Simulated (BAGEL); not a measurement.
**BH2S2F (SMILES FB(S)S): HF/STO-3G (density fitting with qzvpp-jkfit)**

Aim: the energy change on altering one bond length of BH2S2F at HF/STO-3G (density fitting with qzvpp-jkfit), from 2 runs. 

The results are computed with BAGEL 1.2.2.

2 further runs of the same task are left out: 2 set aside as unsound or not needed.

## (1) The structure to begin with

BH2S2F: 6 atoms, total charge 0, spin state singlet. As SMILES, `FB(S)S`. The shape is that of a PBE0-D4/def2-TZVP optimisation. This is one conformer, not always the lowest.

Bond lengths: F1–B2 1.328 Å, B2–S3 1.805 Å, B2–S4 1.805 Å, S3–H5 1.343 Å, S4–H6 1.343 Å. Angles: F1–B2–S3 120.5°, F1–B2–S4 120.5°, S3–B2–S4 119.0°, B2–S3–H5 94.6°, B2–S4–H6 94.6°.

## (2) A single-point energy at HF/STO-3G (density fitting with qzvpp-jkfit)

Contents of calc.json:

```json
{ "bagel": [

{
  "title": "molecule",
  "basis": "sto-3g",
  "df_basis": "qzvpp-jkfit",
  "angstrom": true,
  "geometry": [
    { "atom": "F", "xyz": [      -0.456900,      -0.765900,       1.012900 ] },
    { "atom": "B", "xyz": [      -0.001000,      -0.023800,       0.010100 ] },
    { "atom": "S", "xyz": [       1.755200,      -0.026800,      -0.408100 ] },
    { "atom": "S", "xyz": [      -1.127900,       1.003700,      -0.956200 ] },
    { "atom": "H", "xyz": [       2.093900,      -0.896800,       0.557800 ] },
    { "atom": "H", "xyz": [      -2.221100,       0.645500,      -0.262500 ] }
  ]
},

{ "title": "hf" },

{ "title": "print", "file": "orbitals.molden", "orbitals": true }

]}
```

On the command line:

```sh
$ BAGEL_NUM_THREADS=1 BAGEL calc.json > calc.out
```

The program printed:

```text
* using 1 threads per process

  ===============================================================
  ===============================================================

  *** Geometry ***

  { "atom" : "F", "xyz" : [     -0.863416,     -1.447341,      1.914104 ] },
  { "atom" : "B", "xyz" : [     -0.001890,     -0.044975,      0.019086 ] },
  { "atom" : "S", "xyz" : [      3.316847,     -0.050645,     -0.771197 ] },
  { "atom" : "S", "xyz" : [     -2.131422,      1.896718,     -1.806956 ] },
  { "atom" : "H", "xyz" : [      3.956898,     -1.694706,      1.054089 ] },
  { "atom" : "H", "xyz" : [     -4.197271,      1.219818,     -0.496053 ] },

  Number of auxiliary basis functions:      444

  Since a DF basis is specified, we compute 2- and 3-index integrals:
    o Being stored without compression. Storage requirement is 0.003 GB

  Number of basis functions:       30
  Number of electrons      :       48

    * METHOD: MOLECULE                             0.14

  *** RHF ***

  === Nuclear Repulsion ===
   187.0368817544

      * DIIS with orbital gradients will be used.

  === RHF iteration (sto-3g) ===
      0       -909.94577759          0.01718059           0.02
      1       -910.03284182          0.00522428           0.02
      2       -910.04073087          0.00086799           0.02
      3       -910.04107496          0.00011894           0.02
      4       -910.04108433          0.00003320           0.02
      5       -910.04108509          0.00000567           0.02
      6       -910.04108511          0.00000147           0.01
      7       -910.04108511          0.00000040           0.02
      8       -910.04108511          0.00000010           0.02
      9       -910.04108511          0.00000003           0.02
     10       -910.04108511          0.00000001           0.02
     11       -910.04108511          0.00000000           0.02
    * SCF iteration converged.

    * Permanent dipole moment:
           (    0.158887,     0.258854,    -0.349781) a.u.

    * METHOD: HF                                   0.27

    * METHOD: PRINT                                0.00

  ===============================================================
```

Wall time 1.2 s (1 thread of Intel Xeon 6975P-C (Granite Rapids), shared host); peak memory 0.08 GiB.

## (3) The distorted shape, same level

Contents of input.json:

```json
{ "bagel" : [

{
  "title" : "molecule",
  "basis" : "sto-3g",
  "df_basis" : "qzvpp-jkfit",
  "angstrom" : true,
  "geometry" : [
    { "atom" : "F", "xyz" : [    0.106569,   -1.279667,    1.496066 ] },
    { "atom" : "B", "xyz" : [    0.562469,   -0.537567,    0.493266 ] },
    { "atom" : "S", "xyz" : [    2.318669,   -0.540567,    0.075066 ] },
    { "atom" : "S", "xyz" : [   -1.127900,    1.003700,   -0.956200 ] },
    { "atom" : "H", "xyz" : [    2.657369,   -1.410567,    1.040966 ] },
    { "atom" : "H", "xyz" : [   -2.221100,    0.645500,   -0.262500 ] }
  ]
},
{
  "title" : "hf"
},
{
  "title" : "print",
  "file" : "orbitals.molden",
  "orbitals" : true
}

]}
```

On the command line:

```sh
$ BAGEL_NUM_THREADS=1 BAGEL input.json > input.out
```

The program printed:

```text
* using 1 threads per process

  ===============================================================
  ===============================================================

  *** Geometry ***

  { "atom" : "F", "xyz" : [      0.201386,     -2.418220,      2.827155 ] },
  { "atom" : "B", "xyz" : [      1.062912,     -1.015854,      0.932138 ] },
  { "atom" : "S", "xyz" : [      4.381649,     -1.021524,      0.141854 ] },
  { "atom" : "S", "xyz" : [     -2.131422,      1.896718,     -1.806956 ] },
  { "atom" : "H", "xyz" : [      5.021700,     -2.665585,      1.967141 ] },
  { "atom" : "H", "xyz" : [     -4.197271,      1.219818,     -0.496053 ] },

  Number of auxiliary basis functions:      444

  Since a DF basis is specified, we compute 2- and 3-index integrals:
    o Being stored without compression. Storage requirement is 0.003 GB

  Number of basis functions:       30
  Number of electrons      :       48

    * METHOD: MOLECULE                             0.13

  *** RHF ***

  === Nuclear Repulsion ===
   162.2603763611

      * DIIS with orbital gradients will be used.

  === RHF iteration (sto-3g) ===
      0       -909.68018284          0.02162595           0.02
      1       -909.80421731          0.01386457           0.02
      2       -909.86246755          0.00156518           0.01
      3       -909.86373961          0.00032778           0.01
      4       -909.86381280          0.00008054           0.01
      5       -909.86381757          0.00002072           0.02
      6       -909.86381785          0.00000330           0.02
      7       -909.86381785          0.00000100           0.02
      8       -909.86381785          0.00000035           0.02
      9       -909.86381785          0.00000009           0.02
     10       -909.86381785          0.00000002           0.02
     11       -909.86381785          0.00000001           0.02
    * SCF iteration converged.

    * Permanent dipole moment:
           (   -0.357183,     0.624424,    -0.665916) a.u.

    * METHOD: HF                                   0.26

    * METHOD: PRINT                                0.00

  ===============================================================
```

It took 1.3 s on 1 thread of Intel Xeon 6975P-C (Granite Rapids), shared host; peak memory 0.08 GiB.

## (4) Summary of results

At HF/STO-3G (density fitting with qzvpp-jkfit):

| quantity | value |
| --- | --- |
| first shape: total energy | -910.04109 Eh |
| first shape: dipole moment | 1.18 D |
| first shape: HOMO energy | -7.27 eV |
| first shape: LUMO energy | 8.17 eV |
| first shape: HOMO–LUMO gap | 15.44 eV |
| distorted shape: total energy | -909.86382 Eh |
| distorted shape: dipole moment | 2.49 D |
| distorted shape: HOMO energy | -6.03 eV |
| distorted shape: LUMO energy | 4.97 eV |
| distorted shape: HOMO–LUMO gap | 11.00 eV |
| energy change with the B2–S4 bond stretched from 1.805 to 2.708 Å | 4.824 eV |

**Reading.** With the B2–S4 bond stretched from 1.805 to 2.708 Å the energy rises by 4.82 eV (111 kcal/mol). The first shape isn't relaxed at this level, so the change isn't measured from a minimum. The minimal basis adds a large error of its own.
